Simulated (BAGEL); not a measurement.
**RI-MP2/cc-pVDZ (density fitting with qzvpp-jkfit) run of GaH5Se (SMILES [GaH3-][SeH2+])**

What is the energy change on altering one bond length of GaH5Se at RI-MP2/cc-pVDZ (density fitting with qzvpp-jkfit)? 

The calculation is run with BAGEL 1.2.2.

## (1) The structure to begin with

GaH5Se: 7 atoms, total charge 0, spin state singlet. SMILES: `[GaH3-][SeH2+]`. The coordinates come from a PBE0-D4/def2-TZVP relaxation.

Bond lengths: Ga1–Se2 2.713 Å, Ga1–H3 1.575 Å, Ga1–H4 1.575 Å, Ga1–H5 1.574 Å, Se2–H6 1.469 Å, Se2–H7 1.469 Å. Angles: Ga1–Se2–H6 97.0°, Ga1–Se2–H7 97.0°, Se2–Ga1–H3 94.5°, Se2–Ga1–H4 94.5°, Se2–Ga1–H5 98.0°, H6–Se2–H7 91.5°, H3–Ga1–H4 118.9°, H3–Ga1–H5 119.1°, H4–Ga1–H5 119.1°.

## (2) A single-point energy at RI-MP2/cc-pVDZ (density fitting with qzvpp-jkfit)

Contents of calc.json:

```json
{ "bagel" : [

{
  "title" : "molecule",
  "basis" : "cc-pvdz.json",
  "df_basis" : "qzvpp-jkfit",
  "angstrom" : true,
  "geometry" : [
    { "atom" : "Ga", "xyz" : [   -0.804600,   -0.664900,   -0.554200 ] },
    { "atom" : "Se", "xyz" : [    0.775800,    0.591800,    1.257700 ] },
    { "atom" : "H", "xyz" : [   -0.367400,   -2.113200,   -0.115900 ] },
    { "atom" : "H", "xyz" : [   -2.145600,   -0.068500,    0.017400 ] },
    { "atom" : "H", "xyz" : [   -0.183400,   -0.039700,   -1.858700 ] },
    { "atom" : "H", "xyz" : [    2.053400,    0.356300,    0.572900 ] },
    { "atom" : "H", "xyz" : [    0.671800,    1.938300,    0.680800 ] }
  ]
},
{ "title" : "hf" },
{ "title" : "mp2", "ncore" : 18 }

]}
```

The basis set cc-pVDZ is read from a file made from the Basis Set Exchange's data (not shown).

The run is started by

```
$ BAGEL_NUM_THREADS=1 BAGEL calc.json > calc.out
```

Standard output:

```text
* using 1 threads per process

  ===============================================================
  ===============================================================

  *** Geometry ***

  { "atom" : "Ga", "xyz" : [     -1.520474,     -1.256479,     -1.047286 ] },
  { "atom" : "Se", "xyz" : [      1.466050,      1.118340,      2.376709 ] },
  { "atom" : "H", "xyz" : [     -0.694285,     -3.993369,     -0.219019 ] },
  { "atom" : "H", "xyz" : [     -4.054596,     -0.129446,      0.032881 ] },
  { "atom" : "H", "xyz" : [     -0.346576,     -0.075022,     -3.512434 ] },
  { "atom" : "H", "xyz" : [      3.880364,      0.673309,      1.082624 ] },
  { "atom" : "H", "xyz" : [      1.269518,      3.662856,      1.286526 ] },

  Number of auxiliary basis functions:      622

  Since a DF basis is specified, we compute 2- and 3-index integrals:
    o Being stored without compression. Storage requirement is 0.031 GB

  Number of basis functions:       79
  Number of electrons      :       70

    * METHOD: MOLECULE                             0.41

  *** RHF ***

  === Nuclear Repulsion ===
   289.6989545571

      * DIIS with orbital gradients will be used.

  === RHF iteration (cc-pvdz.json) ===
      0      -4325.85526829          0.00693456           0.14
      1      -4325.90225003          0.00204863           0.12
      2      -4325.90604993          0.00063903           0.13
      3      -4325.90646000          0.00009052           0.13
      4      -4325.90647070          0.00002754           0.13
      5      -4325.90647177          0.00000566           0.13
      6      -4325.90647182          0.00000116           0.14
      7      -4325.90647182          0.00000037           0.13
      8      -4325.90647182          0.00000010           0.13
      9      -4325.90647182          0.00000003           0.13
     10      -4325.90647182          0.00000001           0.12
    * SCF iteration converged.

    * Permanent dipole moment:
           (   -0.927185,    -0.775556,    -0.501387) a.u.

    * METHOD: HF                                   1.74

  *** RHF ***

  === Nuclear Repulsion ===
   289.6989545571

      * DIIS with orbital gradients will be used.

  === RHF iteration (cc-pvdz.json) ===
      0      -4325.90647182          0.00000000           0.12
    * SCF iteration converged.

    * Permanent dipole moment:
           (   -0.927186,    -0.775556,    -0.501388) a.u.

  === DF-MP2 calculation ===

    * freezing 18 orbitals
    * 3-index integral transformation done
    * assembly done

      MP2 correlation energy:   -0.2509433603      0.05

      MP2 total energy:       -4326.1574151800

    * METHOD: MP2                                  0.30

  ===============================================================
```

Run time: 2.6 s. Hardware: 1 thread of Arm Neoverse V1, shared host; peak memory 0.15 GiB.

## (3) The distorted shape

Contents of job.json:

```json
{ "bagel": [

{
  "title": "molecule",
  "basis": "cc-pvdz.json",
  "df_basis": "qzvpp-jkfit",
  "angstrom": "true",
  "geometry": [
    { "atom": "Ga", "xyz": [      -0.752597,      -1.338194,      -0.265731 ] },
    { "atom": "Se", "xyz": [       0.827803,      -0.081494,       1.546169 ] },
    { "atom": "H", "xyz": [      -0.315397,      -2.786494,       0.172569 ] },
    { "atom": "H", "xyz": [      -2.093597,      -0.741794,       0.305869 ] },
    { "atom": "H", "xyz": [      -0.131397,      -0.712994,      -1.570231 ] },
    { "atom": "H", "xyz": [       2.105403,      -0.316994,       0.861369 ] },
    { "atom": "H", "xyz": [       0.671800,       1.938300,       0.680800 ] }
  ]
},

{
  "title": "hf"
},

{
  "title": "mp2",
  "ncore": 18
}

]}
```

The basis set cc-pVDZ is read from a file made from the Basis Set Exchange's data (not shown).

The run is started by

```
$ BAGEL_NUM_THREADS=1 BAGEL job.json > job.out
```

Standard output:

```text
* using 1 threads per process

  ===============================================================
  ===============================================================

  *** Geometry ***

  { "atom" : "Ga", "xyz" : [     -1.422202,     -2.528820,     -0.502159 ] },
  { "atom" : "Se", "xyz" : [      1.564321,     -0.154001,      2.921836 ] },
  { "atom" : "H", "xyz" : [     -0.596014,     -5.265711,      0.326108 ] },
  { "atom" : "H", "xyz" : [     -3.956325,     -1.401788,      0.578009 ] },
  { "atom" : "H", "xyz" : [     -0.248304,     -1.347363,     -2.967307 ] },
  { "atom" : "H", "xyz" : [      3.978635,     -0.599032,      1.627752 ] },
  { "atom" : "H", "xyz" : [      1.269518,      3.662856,      1.286526 ] },

  Number of auxiliary basis functions:      622

  Since a DF basis is specified, we compute 2- and 3-index integrals:
    o Being stored without compression. Storage requirement is 0.031 GB

  Number of basis functions:       79
  Number of electrons      :       70

    * METHOD: MOLECULE                             0.41

  *** RHF ***

  === Nuclear Repulsion ===
   284.8930633837

      * DIIS with orbital gradients will be used.

  === RHF iteration (cc-pvdz.json) ===
      0      -4325.76011208          0.00661192           0.14
      1      -4325.80614158          0.00202095           0.13
      2      -4325.81025259          0.00066871           0.13
      3      -4325.81079785          0.00015256           0.13
      4      -4325.81082702          0.00005088           0.13
      5      -4325.81083296          0.00001789           0.13
      6      -4325.81083398          0.00000789           0.13
      7      -4325.81083423          0.00000342           0.13
      8      -4325.81083428          0.00000081           0.13
      9      -4325.81083429          0.00000028           0.13
     10      -4325.81083429          0.00000011           0.13
     11      -4325.81083429          0.00000004           0.12
     12      -4325.81083429          0.00000001           0.12
     13      -4325.81083429          0.00000001           0.12
    * SCF iteration converged.

    * Permanent dipole moment:
           (   -0.937288,    -0.721298,    -0.484609) a.u.

    * METHOD: HF                                   2.08

  *** RHF ***

  === Nuclear Repulsion ===
   284.8930633837

      * DIIS with orbital gradients will be used.

  === RHF iteration (cc-pvdz.json) ===
      0      -4325.81083429          0.00000000           0.12
    * SCF iteration converged.

    * Permanent dipole moment:
           (   -0.937288,    -0.721298,    -0.484609) a.u.

  === DF-MP2 calculation ===

    * freezing 18 orbitals
    * 3-index integral transformation done
    * assembly done

      MP2 correlation energy:   -0.2602429307      0.05

      MP2 total energy:       -4326.0710772161

    * METHOD: MP2                                  0.30

  ===============================================================
```

Run time: 2.9 s. Hardware: 1 thread of Arm Neoverse V1, shared host; peak memory 0.15 GiB.

## (4) Outcome

Level: RI-MP2/cc-pVDZ (density fitting with qzvpp-jkfit), 18 core orbitals frozen.

```
                                                          quantity           value
                                         first shape: total energy  -4326.15742 Eh
         first shape: correlation energy (18 core orbitals frozen)      -250.9 mEh
                                     distorted shape: total energy  -4326.07108 Eh
     distorted shape: correlation energy (18 core orbitals frozen)      -260.2 mEh
energy change with the Se2–H7 bond stretched from 1.469 to 2.203 Å        2.349 eV
```

In words: One bond (distorted shape) is far stretched, which a spin-restricted single reference describes badly; perturbation theory on it can break down and give far too much correlation. With the Se2–H7 bond stretched from 1.469 to 2.203 Å the energy rises by 2.35 eV (54 kcal/mol). The first shape isn't relaxed at this level, so the change isn't measured from a minimum. A restricted reference can't describe the breaking bond well at this length.
